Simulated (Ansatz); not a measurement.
# Bi2Te3: the cost of one run

Computed with Ansatz 0.2.0 (DFT PBE, scalar-relativistic, plane waves, PAW, unless a step's input says otherwise).

4 further runs of the same task are left out: 2 that didn't finish, 2 set aside as unsound or not needed.

## 1. The structure to begin with

Symmetry: R-3m, No. 166, trigonal system. Conventional cell: a = 4.447 Å, b = 4.447 Å, c = 32.169 Å, α = 90.00°, β = 90.00°, γ = 120.00°. Bi (site symmetry 3m) is surrounded by 6 Te at 3.09 to 3.29 Å. Te (site symmetry -3m) has 6 Bi at 3.29 Å as nearest neighbours. Around Te (site symmetry 3m) lie 3 Bi at 3.09 Å.

Structure file:

```
Bi Te
1.0
     2.22327    1.28361   10.72289
    -2.22327    1.28361   10.72289
     0.00000   -2.56722   10.72289
Bi Te
2 3
Direct
  0.39721 0.39721 0.39721
  0.60279 0.60279 0.60279
  0.00000 0.00000 0.00000
  0.21603 0.21603 0.21603
  0.78397 0.78397 0.78397
```

It is the result of an earlier relaxation at this level (volume 36.72 Å³/atom; gap on the mesh: 0.55 eV).

## 2. A stricter relaxation

Response functions are second derivatives at a minimum, so forces and stress are first brought close to zero on the mesh and occupations that the response runs use.

The input, input.yaml:

```yaml
crystal:
  lattice:
    - [2.2232746838, 1.2836082372, 10.7228908386]
    - [-2.2232746838, 1.2836082372, 10.7228908386]
    - [0.0, -2.5672164744, 10.7228908386]
  atoms:
    - { symbol: Bi, position: [0.3972076354, 0.3972076354, 0.3972076354] }
    - { symbol: Bi, position: [0.6027923646, 0.6027923646, 0.6027923646] }
    - { symbol: Te, position: [0.0, 0.0, 0.0] }
    - { symbol: Te, position: [0.2160333175, 0.2160333175, 0.2160333175] }
    - { symbol: Te, position: [0.7839666825, 0.7839666825, 0.7839666825] }
basis:
  ecutwfc: 420
kpoints:
  mp_grid: { grid: [12, 12, 12] }
hamiltonian:
  xc: pbe
scf:
  occupations: { method: fixed }
output:
  forces: true
  stress: true
  eigenvalues: true
relax:
  adjacent_minimum: "off"
  f_tol: 0.001
  max_steps: 60
  cell: { stress_tol: 0.01 }
```

Run with:

```sh
> ansatz run input.yaml --threads 2 --pin off --max-ram 6144MiB --backend cpu --events-out ev --progress --plain --runs-dir out
```

Q: Estimate wall time and peak memory on 2 threads of Intel Xeon Platinum 8259CL at 2.50GHz (Skylake/Cascade Lake), shared host.

About 89 s, with a peak of 1.3 GiB.
